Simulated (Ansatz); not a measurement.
# GeCN2 under changes of volume

One of the cells (13.716 Å³/atom); the others are scaled copies at fixed shape and fractional positions:

```
CELL_PARAMETERS angstrom
1.79379 1.03565 4.92196
-1.79379 1.03565 4.92196
0.00000 -2.07129 4.92196
ATOMIC_POSITIONS crystal
Ge 0.00000 0.00000 0.00000
N 0.58390 0.58390 0.58390
N 0.41610 0.41610 0.41610
C 0.50000 0.50000 0.50000
```

The cell comes from a database or a generator and needn't be the stable form of this composition.

```yaml
Program: Ansatz 0.2.0
Functional: PBE
Potentials_or_basis: Ansatz PAW
Cutoff: "420 eV (not typed: the program's choice for these potentials)"
k_mesh: 9 × 9 × 9
Occupations: fermi-dirac, width 0.05 eV
Spin: no spin polarisation
```

```tsv
volume (Å³/atom)	energy over the lowest point (meV/atom)	pressure (GPa)	gap on the mesh (eV)	largest force (eV/Å)
12.893	22.31	9.1	0.97	1.856
13.167	9.62	5.8	1.02	1.188
13.441	2.33	2.8	1.07	0.565
13.716	0.00	0.0	1.12	0.017
13.990	?	?	?	?
14.264	8.27	-4.7	1.20	1.067
14.538	18.15	-6.8	1.24	1.541
```

**Question.** What does the run at 13.990 Å³/atom give?

**Answer.** Energy over the lowest point 2.11 meV/atom; pressure -2.5 GPa; gap on the mesh 1.16 eV; largest force 0.560 eV/Å.

Worked out: A Birch-Murnaghan fit of order 3 (a polynomial in V^(-2/3)) to the other rows has its minimum at 13.72 Å³/atom with B0 = V·E''(V) = 130 GPa and B' = 3.8 at fixed shape and positions, which overstates the stiffness. It gives 2.10 meV/atom at 13.990 Å³/atom, against the run's 2.11, and -dE/dV = -2.5 GPa, against -2.5. A straight line through the other rows of the gap, of slope 2.25 eV per unit of ln V, gives 1.16 eV, against the run's 1.16.

Energies are extrapolated to zero smearing.

Caveats: odd divisions of the mesh miss points on the zone boundary, where band edges often lie, so the gap on the mesh can be too wide; forces of over 1 eV/Å show positions far from the minimum, so gaps and moduli don't describe the material at rest (some runs).

A mesh can miss the band edges. Spin-orbit coupling on Ge is left out.
